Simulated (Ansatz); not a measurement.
**Bi2Se3: a single-point run**

Aim: the field gradients at the nuclei of Bi2Se3, from a sound single-point run.

Program: Ansatz 0.2.0. Level of theory: DFT, PBE, plane-wave PAW, default files, scalar-relativistic. These are calculated values, not measurements.

1 further run of the same task is left out (it didn't finish).

## Step 1: The starting structure

It takes space group R-3m (No. 166, trigonal). The conventional cell has a = 2.751 Å, b = 2.751 Å, c = 19.200 Å, α = 90.00°, β = 90.00°, γ = 120.00°. Bi (site symmetry 3m) has 6 Se at 1.98 to 2.03 Å as nearest neighbours. Se (site symmetry 3m) is surrounded by 3 Bi at 1.98 Å and 3 Se at 2.19 Å. Around Se (site symmetry -3m) lie 6 Bi at 2.03 Å.

As a file:

```xyz
5
Lattice="1.3755 0.7941 6.3999 -1.3755 0.7941 6.3999 0.0000 -1.5883 6.3999" Properties=species:S:1:pos:R:3 pbc="T T T"
Bi    0.0000    0.0000   11.5390
Bi    0.0000    0.0000    7.6606
Se    0.0000    0.0000   15.2445
Se    0.0000    0.0000    3.9551
Se    0.0000    0.0000    0.0000
```

## Step 2: The calculation

input.yaml

```yaml
crystal:
  lattice:
    - [1.37547252, 0.79412943, 6.39986467]
    - [-1.37547252, 0.79412943, 6.39986467]
    - [0.0, -1.58825886, 6.39986467]
  atoms:
    - { symbol: Bi, position: [0.601, 0.601, 0.601] }
    - { symbol: Bi, position: [0.399, 0.399, 0.399] }
    - { symbol: Se, position: [0.794, 0.794, 0.794] }
    - { symbol: Se, position: [0.206, 0.206, 0.206] }
    - { symbol: Se, position: [0.0, 0.0, 0.0] }
kpoints:
  mp_grid: { grid: [14, 14, 14] }
scf:
  occupations: { method: fermi_dirac, width: 0.05 }
  max_iter: 100
hamiltonian:
  xc: pbe
  pseudopotentials: { kind: paw }
output:
  forces: true
  stress: true
  populations: true
  efg: { quadrupole_moments_barn: { Bi: -0.516 }, contact_densities: true }
```

Started as:

```
> ansatz run input.yaml --threads 1 --pin off --max-ram 3072MiB --backend cpu --events-out ev --progress --plain --runs-dir out
```

What happens when this is run?

This run ends as converged, with warnings (gradients without spin orbit). It gives a pressure of 945 GPa and a largest force of 30.7 eV/Å, which is large; a structure far from rest gives such values too, whatever the setting.

The structure is squeezed far below its natural size. The shortest distance in the input is 1.98 Å, between atoms 1 (Bi) and 4 (Se).

Remedy: use the intended lattice or bond lengths.
